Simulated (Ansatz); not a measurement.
# InO: the cost of one run

Program: Ansatz 0.2.0. Level of theory: DFT PBE+D3(BJ), scalar-relativistic, plane waves, PAW. These are calculated values, not measurements.

3 further runs of the same task are left out: 1 that didn't finish, 2 set aside as unsound or not needed.

### Step 1. Starting point

It takes space group P-6m2 (No. 187, hexagonal). The conventional cell has a = 3.430 Å, b = 3.430 Å, c = 15.852 Å, α = 90.00°, β = 90.00°, γ = 120.00°. Around In (site symmetry 3m) lie 3 O at 2.13 Å. O (site symmetry 3m) is surrounded by 3 In at 2.13 Å.

Coordinates:

```
In O
1.0
     3.42978    0.00000    0.00000
    -1.71489    2.97028    0.00000
     0.00000    0.00000   15.85202
In O
2 2
Direct
  0.66667 0.33333 0.58953
  0.66667 0.33333 0.41047
  0.00000 0.00000 0.63988
  0.00000 0.00000 0.36012
```

It goes back to an entry of the Materials Project, which need not be the stable form.

It is the result of an earlier relaxation at this level (volume 40.37 Å³/atom; gap on the mesh: 0.44 eV).

### Step 2. The undisturbed cell

Input file input.yaml:

```yaml
crystal:
  lattice:
    - [3.4297831903, 0.0, 0.0]
    - [-1.7148915952, 2.9702793723, 0.0]
    - [0.0, 0.0, 15.8520222305]
  atoms:
    - { symbol: In, position: [0.6666666667, 0.3333333333, 0.5895266171] }
    - { symbol: In, position: [0.6666666667, 0.3333333333, 0.4104733829] }
    - { symbol: O, position: [0.0, 0.0, 0.6398766426] }
    - { symbol: O, position: [0.0, 0.0, 0.3601233574] }
basis:
  ecutwfc: 420
kpoints:
  mp_grid: { grid: [12, 12, 2] }
hamiltonian:
  xc: pbe
  dispersion: d3bj
scf:
  occupations: { method: gaussian, width: 0.05 }
output:
  forces: true
  stress: true
  eigenvalues: true
  write_density: true
  write_potential: true
  elf: true
  volumetric_format: npy
```

Command:

```console
$ ansatz run input.yaml --threads 1 --pin off --max-ram 2560MiB --backend cpu --events-out ev --progress --plain --runs-dir out
```

**Question.** How long does this run take on 1 thread of Intel Xeon Platinum 8259CL at 2.50GHz (Skylake/Cascade Lake), shared host, and how much memory does it need?

About 20 s, with a peak of 0.47 GiB.
